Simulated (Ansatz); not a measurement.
# C4H8O2S: the cost of one run

Program: Ansatz 0.2.0, Gaussian basis. Level of theory: one geometry, several basis sets. These are calculated values, not measurements.

The runs, in order: PBE0-D4/def2-SVP; ωB97M-V/def2-SVP; PBE0-D4/def2-QZVPP; ωB97M-V/def2-QZVPP; the functionals' def2-TZVPP values are taken from earlier runs.

## (1) Structure used throughout

The geometry comes from an earlier relaxation with PBE0-D4 in a triple-zeta def2 set; it is a stationary point, not always the lowest conformer.

SMILES `C=CCS(C)(=O)=O`, 15 atoms, charge 0, spin multiplicity 1.

Atoms are counted from 1 here; the program's logs count them from 0.

Bond lengths: C1–C2 1.326 Å, C1–H8 1.086 Å, C1–H9 1.083 Å, C2–C3 1.486 Å, C2–H10 1.086 Å, C3–S4 1.792 Å, C3–H11 1.092 Å, C3–H12 1.095 Å, S4–C5 1.769 Å, S4–O6 1.438 Å, S4–O7 1.437 Å, C5–H13 1.089 Å, C5–H14 1.090 Å, C5–H15 1.089 Å. Angles: C2–C1–H8 121.7°, C2–C1–H9 121.3°, H8–C1–H9 117.0°, C1–C2–C3 123.8°, C1–C2–H10 120.4°, C3–C2–H10 115.8°, C2–C3–S4 112.9°, C2–C3–H11 113.1°, C2–C3–H12 112.2°, S4–C3–H11 107.3°, S4–C3–H12 102.1°, H11–C3–H12 108.5°, C3–S4–C5 104.1°, C3–S4–O6 107.8°, C3–S4–O7 107.4°, C5–S4–O6 108.0°, C5–S4–O7 108.3°, O6–S4–O7 120.2° and more.

## (2) PBE0-D4 in def2-SVP

File in.yaml:

```yaml
crystal:
  periodic: [false, false, false]
  atoms:
    - {symbol: C, position_ang: [-2.007398, 1.070063, 0.271045]}
    - {symbol: C, position_ang: [-0.824772, 0.890109, 0.842227]}
    - {symbol: C, position_ang: [-0.187800, -0.440328, 1.022930]}
    - {symbol: S, position_ang: [1.376268, -0.587964, 0.160802]}
    - {symbol: C, position_ang: [0.939524, -0.460174, -1.548575]}
    - {symbol: O, position_ang: [2.175060, 0.557663, 0.502557]}
    - {symbol: O, position_ang: [1.875099, -1.913995, 0.400510]}
    - {symbol: H, position_ang: [-2.595895, 0.234890, -0.096214]}
    - {symbol: H, position_ang: [-2.434874, 2.059474, 0.161454]}
    - {symbol: H, position_ang: [-0.253120, 1.740403, 1.202042]}
    - {symbol: H, position_ang: [-0.820195, -1.266520, 0.692668]}
    - {symbol: H, position_ang: [0.106095, -0.620938, 2.062402]}
    - {symbol: H, position_ang: [0.444740, 0.493181, -1.726059]}
    - {symbol: H, position_ang: [1.882589, -0.507139, -2.093659]}
    - {symbol: H, position_ang: [0.302782, -1.299326, -1.824831]}
basis:
  gaussian: {orbitals: def2-SVP}
hamiltonian: {xc: pbe0, dispersion: d4}
output: {orbitals: {seedname: orbitals}}
```

The run is started by

```console
> ansatz run in.yaml --threads 2 --pin off --events-out ev --progress --plain --max-ram 32768MiB --backend cpu
```

Q: Estimate wall time and peak memory on 2 threads of AMD EPYC 7R13, shared host.

About 3.6 s, with a peak of 0.43 GiB.
